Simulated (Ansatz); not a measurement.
# CH₅FS₂Si: a ladder of functionals and wavefunction methods

One table from this session's results is given with a row withheld; the runs are named, their logs left out.

Program: Ansatz 0.2.0, Gaussian basis. Level of theory: functionals in def2-TZVPP, the program's frozen cores in correlated methods. These are calculated values, not measurements.

The runs, in order: PBE-D4, r2SCAN-D4, PBE0-D4, B3LYP-D4, ωB97X-V, ωB97M-V, B2PLYP; CCSD(T)/def2-TZVPP; MP2/def2-QZVPP; extrapolation to the limit.

## The relaxed structure

The geometry comes from an earlier relaxation with PBE0-D4 in a triple-zeta def2 set; it is a stationary point, not always the lowest conformer.

SMILES `C[Si](F)(S)S`, 10 atoms, charge 0, spin multiplicity 1.

Atoms are counted from 1 here; the program's logs count them from 0.

Bond lengths: C1–Si2 1.848 Å, C1–H6 1.093 Å, C1–H7 1.093 Å, C1–H8 1.091 Å, Si2–F3 1.600 Å, Si2–S4 2.127 Å, Si2–S5 2.120 Å, S4–H9 1.346 Å, S5–H10 1.344 Å. Angles: Si2–C1–H6 110.5°, Si2–C1–H7 110.1°, Si2–C1–H8 110.5°, H6–C1–H7 108.3°, H6–C1–H8 108.9°, H7–C1–H8 108.4°, C1–Si2–F3 107.7°, C1–Si2–S4 115.1°, C1–Si2–S5 108.4°, F3–Si2–S4 107.1°, F3–Si2–S5 111.5°, S4–Si2–S5 107.1°, Si2–S4–H9 93.8°, Si2–S5–H10 93.9°.

The first run:

File in.yaml:

```yaml
crystal:
  periodic: [false, false, false]
  atoms:
    - {symbol: C, position_ang: [-0.895769, -1.057953, -0.485599]}
    - {symbol: Si, position_ang: [0.402137, 0.124089, 0.091367]}
    - {symbol: F, position_ang: [1.472717, -0.706307, 0.942648]}
    - {symbol: S, position_ang: [-0.300691, 1.698854, 1.335673]}
    - {symbol: S, position_ang: [1.290083, 1.024986, -1.609783]}
    - {symbol: H, position_ang: [-0.456612, -1.825228, -1.127849]}
    - {symbol: H, position_ang: [-1.361275, -1.551664, 0.370631]}
    - {symbol: H, position_ang: [-1.672190, -0.531312, -1.043225]}
    - {symbol: H, position_ang: [-0.440912, 0.905879, 2.413662]}
    - {symbol: H, position_ang: [2.045609, 1.867455, -0.884525]}
basis:
  gaussian: {orbitals: def2-TZVPP}
hamiltonian: {xc: pbe, dispersion: d4}
output: {forces: true, orbitals: {seedname: orbitals}}
```

Run with:

```console
$ ansatz run in.yaml --threads 4 --pin off --events-out ev --progress --plain --max-ram 10444MiB
```

Steps of the session up to this table: PBE-D4 (GGA); r2SCAN-D4 (meta-GGA); PBE0-D4 (hybrid); B3LYP-D4 (hybrid); ωB97X-V (range-separated); ωB97M-V (range-separated); B2PLYP (double hybrid); CCSD(T) in def2-TZVPP; MP2 in def2-QZVPP.

One of the session's tables, all rows but one given; the rest of the session is left out.

```
            method  atomisation energy (eV)
            PBE-D4                   37.674
         r2SCAN-D4                   37.419
           PBE0-D4                        ?
          B3LYP-D4                   37.006
           ωB97X-V                   37.454
           ωB97M-V                   37.474
            B2PLYP                   36.622
     HF/def2-TZVPP                   27.388
    MP2/def2-TZVPP                   36.839
   CCSD/def2-TZVPP                   35.628
CCSD(T)/def2-TZVPP                   36.193
           MP2/CBS                   37.963
       CCSD(T)/CBS                   37.317
```

**Question.** Estimate the row for PBE0-D4.

As computed: atomisation energy (eV): 37.155. In the column «atomisation energy (eV)» it lies between B3LYP-D4 (37.006) and CCSD(T)/CBS (37.317).

Caveats from the session: Free atoms (1 C, 1 Si, 1 F, 2 S, 5 H) were run apart at each level; the atomisation energy is their sum less the molecule, without zero-point or spin-orbit terms.
